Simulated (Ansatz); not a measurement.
# Zn2S: what a guessed cell relaxes into

Aim: relax a trial structure of Zn2S and see where it ends.

Computed with Ansatz 0.2.0 (DFT PBE, scalar-relativistic, plane waves, PAW, unless a step's input says otherwise).

## Step 1: The system as given

Symmetry: Fd-3m, No. 227, cubic system. The conventional cell has a = 7.303 Å, b = 7.303 Å, c = 7.303 Å, α = 90.00°, β = 90.00°, γ = 90.00°. Zn (site symmetry -3m) is surrounded by 6 Zn at 2.58 Å and 6 S at 3.03 Å. Around S (site symmetry -43m) lie 12 Zn at 3.03 Å.

Structure file:

```cif
data_structure
_symmetry_space_group_name_H-M 'Fd-3m:1'
_symmetry_Int_Tables_number 227
_cell_length_a 7.3032
_cell_length_b 7.3032
_cell_length_c 7.3032
_cell_angle_alpha 90.000
_cell_angle_beta 90.000
_cell_angle_gamma 90.000
_cell_volume 389.53
loop_
_atom_site_label
_atom_site_type_symbol
_atom_site_symmetry_multiplicity
_atom_site_Wyckoff_symbol
_atom_site_fract_x
_atom_site_fract_y
_atom_site_fract_z
_atom_site_occupancy
Zn1 Zn 16 c 0.12500 0.12500 0.12500 1
S1 S 8 b 0.00000 0.00000 0.50000 1
```

A structure generator made this guess: species swapped into a database cell of CeFe2 (Fd-3m, No. 227), with S on the Ce sites and Zn on the Fe sites. Its size is a rough estimate.

## Step 2: Probe: one point on a coarse mesh

File input.yaml:

```yaml
crystal:
  lattice:
    - [0.0, 3.65161477, 3.65161477]
    - [3.65161477, 0.0, 3.65161477]
    - [3.65161477, 3.65161477, 0.0]
  atoms:
    - { symbol: Zn, position: [0.625, 0.625, 0.625] }
    - { symbol: Zn, position: [0.125, 0.625, 0.625] }
    - { symbol: Zn, position: [0.625, 0.625, 0.125] }
    - { symbol: Zn, position: [0.625, 0.125, 0.625] }
    - { symbol: S, position: [0.0, 0.0, 0.0] }
    - { symbol: S, position: [0.25, 0.25, 0.25] }
basis:
  ecutwfc: 420
kpoints:
  mp_grid: { grid: [4, 4, 4] }
hamiltonian:
  xc: pbe
scf:
  occupations: { method: gaussian, width: 0.1 }
  lower_state_search: "off"
output:
  forces: true
  stress: true
  eigenvalues: true
```

On the command line:

```bash
$ ansatz run input.yaml --threads 1 --pin off --max-ram 2560MiB --backend cpu --events-out ev --progress --plain --runs-dir out
```

Further runs follow: full relaxation; second relaxation, mesh chosen anew.

Q: Predict the outcome of this session. Wanted: conventional cell; volume; energy over the elements; gap on the mesh.

As calculated:

```
                              quantity                                                                      value
symmetry at the end (tolerance 0.05 Å)                                                space group Fd-3m (No. 227)
                     conventional cell  a = 7.340 Å, b = 7.340 Å, c = 7.340 Å, α = 90.00°, β = 90.00°, γ = 90.00°
                                volume                                                              16.48 Å³/atom
              energy over the elements                                                              +0.25 eV/atom
                       gap on the mesh                                                               none (metal)
```

What this shows: The space group Fd-3m (No. 227) is kept, and the volume per atom grows by 1.5 % from the first guess. The formation energy is positive, so the separate elements lie lower. No finished test with a distortion of lower symmetry is shown, so the end may be a saddle point. Spin polarisation is off in the runs that give these values; a magnetic solution could lie lower.
